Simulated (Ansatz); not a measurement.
Input of an Ansatz 0.2.0 run:

Contents of input.yaml:

```yaml
crystal:
  lattice:
    - [3.315, 0.0, 0.0]
    - [0.0, 3.315, 0.0]
    - [0.0, 0.0, 3.315]
  atoms:
    - { symbol: Hg, position: [0.0, 0.0, 0.0] }
    - { symbol: Mn, position: [0.5, 0.5, 0.5], spin: 5.5 }
hamiltonian:
  xc: pbe
  pseudopotentials: { kind: paw }
magnetization:
  spin_polarized: true
kpoints:
  mp_grid: { grid: [8, 8, 8] }
scf:
  occupations: { method: fermi_dirac, width: 0.05 }
output:
  forces: true
  stress: true
  eigenvalues: true
  write_density: true
  write_potential: true
  elf: true
  volumetric_format: npy
```

Potentials or basis: Ansatz PAW.

Run with:

```bash
$ ansatz run input.yaml --threads 2 --pin off --max-ram 5120MiB --backend cpu --events-out ev --progress --plain --runs-dir out
```

Problem. Predict the band gap on the k mesh.

Solution. None (metal or under the smearing width).

Problem. What does it give for the absolute moment?

Solution. 4.17 μB per cell.

Problem. Predict the net moment.

Solution. 3.91 μB per cell.

Problem. Estimate the pressure.

Solution. 0.6 GPa.

Spin-orbit coupling is left out, which matters for the levels of Hg.
